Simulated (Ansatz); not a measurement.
Task: a rigid scan of one bond length of BBrH2OS, SMILES OB(S)Br, with Ansatz's Python interface. Give the script and its output. Use (for the species named): B3LYP, def2-SVP basis, multiplicity 1, D4 dispersion.

```yaml
atoms:
  - { symbol: O, position_ang: [0.5379, 0.4210, -1.3182] }
  - { symbol: B, position_ang: [-0.1306, -0.3629, -0.2970] }
  - { symbol: S, position_ang: [0.8314, -0.8608, 1.2085] }
  - { symbol: Br, position_ang: [-1.9497, -0.9500, -0.4979] }
  - { symbol: H, position_ang: [0.2994, 1.3899, -1.0701] }
  - { symbol: H, position_ang: [0.4537, 0.2988, 1.9284] }
```

Script `bbrh2os_scan.py`:
```python
'''Potential curve of BBrH2OS along one bond.'''

import warnings

import ansatz as az
import numpy as np

warnings.simplefilter('ignore', az.DeckWarning)

geometry_ang = [
    ('O', (0.5379, 0.421, -1.3182)),
    ('B', (-0.1306, -0.3629, -0.297)),
    ('S', (0.8314, -0.8608, 1.2085)),
    ('Br', (-1.9497, -0.95, -0.4979)),
    ('H', (0.2994, 1.3899, -1.0701)),
    ('H', (0.4537, 0.2988, 1.9284)),
]
bbrh2os = az.Crystal.molecule()
for symbol, xyz in geometry_ang:
    bbrh2os = bbrh2os.atom(symbol, xyz)

symbols = [site.symbol for site in bbrh2os.cartesian_sites]
start = np.array([site.position_ang for site in bbrh2os.cartesian_sites])
axis = (start[2] - start[1]) / np.linalg.norm(start[2] - start[1])
moving = [2, 5]
lengths, energies = [1.632, 1.706, 1.781, 1.855, 1.929, 2.003, 2.077, 2.189], []
for length in lengths:
    xyz = start.copy()
    xyz[moving] += (length - np.linalg.norm(start[2] - start[1])) * axis
    point = az.Crystal.molecule()
    for symbol, place in zip(symbols, xyz):
        point = point.atom(symbol, place.tolist())
    setup = (
        point.calculation()
        .basis(gaussian='def2-SVP')
        .functional('B3LYP', dispersion='d4')
    )
    rep = setup.run().report
    energies.append(rep['free_energy_ev'])
    print(f'r = {length:6.3f} A  E = {energies[-1]:.5f} eV  <S^2> = {abs(rep["mean_field"]["state"]["spin_squared"]):.3f}')

# quartic fit about the minimum
fit = np.polynomial.Polynomial.fit(lengths, np.array(energies) - min(energies), 4).convert()
roots = [r.real for r in fit.deriv().roots() if abs(r.imag) < 1e-9 and fit.deriv(2)(r.real) > 0]
r_e = min(roots, key=lambda r: abs(r - lengths[int(np.argmin(energies))]))
print(f'minimum of the fit at {r_e:.4f} A, force constant {fit.deriv(2)(r_e):.2f} eV/A^2')
```

```console
$ python bbrh2os_scan.py
r =  1.632 A  E = -83626.46322 eV  <S^2> = 0.000
r =  1.706 A  E = -83626.88323 eV  <S^2> = 0.000
r =  1.781 A  E = -83627.10446 eV  <S^2> = 0.000
r =  1.855 A  E = -83627.17767 eV  <S^2> = 0.000
r =  1.929 A  E = -83627.14838 eV  <S^2> = 0.000
r =  2.003 A  E = -83627.04712 eV  <S^2> = 0.000
r =  2.077 A  E = -83626.89656 eV  <S^2> = 0.000
r =  2.189 A  E = -83626.61171 eV  <S^2> = 0.000
minimum of the fit at 1.8661 A, force constant 17.80 eV/A^2
```

Notes:
- These settings explore the input space; basis and method may be short of convergence.
- The rest of the molecule is held rigid at a force-field or estimated start geometry, and the basis set is modest; single-reference methods fail as a bond breaks.
- b3lyp holds the VWN-RPA fit, as in Gaussian; the form of ORCA and Turbomole is b3lyp5.
- The orbitals are restricted, so S² is zero by construction.
- Timing: 22 s on 1 thread of Arm Neoverse V2 (shared host), peak memory 0.25 GiB.
